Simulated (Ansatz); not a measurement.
**CH₃Ga+ (quartet): wave-function methods side by side, cc-pVDZ**

The task here is to estimate one member of a computed series from the others.

Method: cc-pVDZ, core rule «outside noble gas», up to 15 orbitals frozen; program: Ansatz 0.2.0, Gaussian basis.

The runs, in order: UHF; CCSD(T) on ROHF; CCSD(T) on UHF; BCCD(T) on ROHF; CISD; CCSDT(Q) on ROHF; CCSDT(Q) on UHF; CASSCF and MRCISD+Q, 9 electrons in 11 orbitals; CASSCF and NEVPT2, 9 electrons in 11 orbitals.

27 further runs of the same task are left out: 1 for a known fault of the program, 11 that didn't finish, 15 set aside as unsound or not needed.

## What is computed

The geometry is a PBE0/def2-TZVP stationary point (not a proven minimum) of the parent state, kept for this charge and spin. No spin-orbit coupling is included. The filled d shell of Ga may be among the frozen orbitals whatever the setting's name suggests; the logs give the count.

5 atoms, charge 1, spin multiplicity 4.

Atoms are counted from 1 here; the program's logs count them from 0.

Bond lengths: C1–Ga2 1.956 Å, C1–H3 1.090 Å, C1–H4 1.087 Å, Ga2–H5 1.596 Å. Angles: Ga2–C1–H3 122.8°, Ga2–C1–H4 123.5°, H3–C1–H4 113.7°, C1–Ga2–H5 119.5°.

Set-up of the first run:

in.yaml reads:

```yaml
crystal:
  periodic: [false, false, false]
  atoms:
    - {symbol: C, position_ang: [0.000000, 0.082980, 1.625733]}
    - {symbol: Ga, position_ang: [0.000000, -0.036718, -0.326926]}
    - {symbol: H, position_ang: [0.000000, 1.033629, 2.158538]}
    - {symbol: H, position_ang: [0.000000, -0.785147, 2.279606]}
    - {symbol: H, position_ang: [0.000000, 1.302631, -1.195794]}
basis:
  gaussian: {orbitals: cc-pVDZ}
total_charge: 1
magnetization: {spin_polarized: true, initial_magnetization: 3}
hamiltonian: {xc: hf}
output: {orbitals: {seedname: orbitals}}
```

Command:

```console
ansatz run in.yaml --threads 1 --pin off --events-out ev --progress --plain --max-ram 2393MiB
```

Steps of the session up to this table: UHF; CCSD(T) on ROHF; CCSD(T) on UHF; BCCD(T) on ROHF; CISD; CCSDT(Q) on ROHF; CCSDT(Q) on UHF; CASSCF and MRCISD+Q, 9 electrons in 11 orbitals; CASSCF and NEVPT2, 9 electrons in 11 orbitals.

One table of the session follows, with a row left open; its other results are not shown here.

It belongs to the step «Misses and costs». 

```
          method  from UCCSDT(Q) (meV)
            ROHF               +5198.5
             UHF               +4767.3
            RMP2               +1202.0
            UMP2               +1070.7
           RCCSD                +182.6
           UCCSD                +152.4
        RCCSD(T)                 +52.2
        UCCSD(T)                 +34.3
         BCCD(T)                 +51.4
          RCCSDT                 +24.3
          UCCSDT                     ?
       RCCSDT(Q)                 +17.7
       UCCSDT(Q)                     0
  CASSCF valence               +2613.0
  NEVPT2 valence                +674.6
  MRCISD valence                +141.9
MRCISD+Q valence                 +35.1
```

Q: Estimate the row for UCCSDT from the others.

**Answer.** from UCCSDT(Q) (meV): +6.8. In the column «from UCCSDT(Q) (meV)» it lies between UCCSDT(Q) (0) and RCCSDT(Q) (+17.7).

Not comparable, so not listed: CISD (they don't share determinant, frozen orbitals or solution with the rows shown, or repeat one).

Limits of these values: Restricted and unrestricted rows rest on different reference determinants; where their highest levels disagree by more than a few hundredths of an eV, they describe different states and don't form one ladder.
